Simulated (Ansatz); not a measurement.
Crystal: CsLiCr2Te2S3.

```
Cs Li Cr Te S
1.0
     3.42162   -5.18069    0.00784
     3.42162    5.18069    0.00784
    -2.90411    0.00000    7.43093
Cs Li Cr Te S
1 1 2 2 3
Direct
  0.09374 0.09374 0.00853
  0.58875 0.58875 0.55336
  0.05646 0.46755 0.55790
  0.46755 0.05646 0.55790
  0.56486 0.87357 0.29035
  0.87357 0.56486 0.29035
  0.81151 0.39697 0.73347
  0.39697 0.81151 0.73347
  0.21404 0.21404 0.48371
```

The cell was built by a generator and needn't be a form met in nature.

Base run:

| Item | Value |
| --- | --- |
| Program | Ansatz 0.2.0 |
| Functional | PBE |
| Potentials or basis | Ansatz PAW |
| Cutoff | 420 eV |
| Density cutoff | 1680 eV |
| k mesh | 5 × 5 × 4 |
| Occupations | fermi-dirac, width 0.05 eV |
| Spin | collinear spin, ferromagnetic start |
| Starting moments | [0.0, 0.0, 3.0, 3.0, 0.0, 0.0, 0.0, 0.0, 0.0] μB |
| Hubbard terms | Cr d U = 8 eV |

Its results: band gap on the k mesh none (metal or under the smearing width); pressure 6.3 GPa; net moment 6.07 μB per cell; site moments Cs -0.00; Li -0.00; Cr +3.32; Te -0.13; S -0.36, -0.35 μB; largest force 3.018 eV/Å.

Problem. The run is repeated on the same cell with these changes: hubbard terms from Cr d U = 8 eV to Cr d U = 4 eV. What comes out?

Solution. Band gap on the k mesh none (metal or under the smearing width); pressure 3.6 GPa; net moment 5.59 μB per cell; site moments Cs -0.00; Li -0.00; Cr +2.92; Te -0.13; S -0.22 μB; largest force 1.940 eV/Å.

Caveats: the magnetic or orbital state may not be the lowest; only a ferromagnetic start was run, and an antiferromagnetic order may lie lower in energy; forces of over 1 eV/Å show positions far from the minimum, so gaps and moduli don't describe the material at rest.

Not every run made on this cell is shown here.
